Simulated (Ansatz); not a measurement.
# CH5ClFSbSn: the cost of one run

Method: RKS B3LYP/def2-SVP, in Ansatz 0.2.0.

## (1) The starting structure

Bond lengths: F1–Sb2 1.968 Å, Sb2–Cl3 2.384 Å, Sb2–C4 2.184 Å, C4–Sn5 2.179 Å, C4–H6 1.133 Å, C4–H7 1.062 Å, Sn5–H8 1.713 Å, Sn5–H9 1.742 Å, Sn5–H10 1.727 Å. Angles (14 of 15 angles, heavy atoms first): F1–Sb2–Cl3 90.3°, F1–Sb2–C4 92.2°, Cl3–Sb2–C4 91.6°, Sb2–C4–Sn5 107.9°, Sb2–C4–H6 106.1°, Sb2–C4–H7 111.6°, Sn5–C4–H6 106.7°, Sn5–C4–H7 111.7°, C4–Sn5–H8 110.5°, C4–Sn5–H9 106.1°, C4–Sn5–H10 107.8°, H6–C4–H7 112.5°, H8–Sn5–H9 109.3°, H8–Sn5–H10 111.0°.

Coordinates:

```xyz
10

F    -2.0056    0.6951    1.4140
Sb   -0.2402    1.5579    1.2980
Cl    0.2817    0.8196    3.5036
C     0.6664   -0.2250    0.4215
Sn   -0.0266   -0.3871   -1.6382
H     0.2307   -1.1079    0.9819
H     1.7266   -0.1914    0.4772
H    -1.7385   -0.4171   -1.6935
H     0.5500    1.0390   -2.4552
H     0.6387   -1.8342   -2.3064
```

## (2) Relaxing end A

input.yaml

```yaml
crystal:
  periodic: [false, false, false]
  atoms:
    - { symbol: F, position_ang: [-2.0056, 0.6951, 1.414] }
    - { symbol: Sb, position_ang: [-0.2402, 1.5579, 1.298] }
    - { symbol: Cl, position_ang: [0.2817, 0.8196, 3.5036] }
    - { symbol: C, position_ang: [0.6664, -0.225, 0.4215] }
    - { symbol: Sn, position_ang: [-0.0266, -0.3871, -1.6382] }
    - { symbol: H, position_ang: [0.2307, -1.1079, 0.9819] }
    - { symbol: H, position_ang: [1.7266, -0.1914, 0.4772] }
    - { symbol: H, position_ang: [-1.7385, -0.4171, -1.6935] }
    - { symbol: H, position_ang: [0.55, 1.039, -2.4552] }
    - { symbol: H, position_ang: [0.6387, -1.8342, -2.3064] }
basis:
  gaussian: { orbitals: def2-SVP }
hamiltonian:
  xc: b3lyp
relax:
  f_tol: 0.015
  max_steps: 40
output:
  orbitals: {}
```

On the command line:

```
$ ansatz run input.yaml --threads 2 --pin off --max-ram 3072MiB --backend cpu --events-out ev --progress --plain --runs-dir out
```

**Question.** How long does this run take on 2 threads of Intel Xeon Platinum 8488C (Sapphire Rapids), shared host, and how much memory does it need?

About 2.3 min, with a peak of 0.38 GiB.
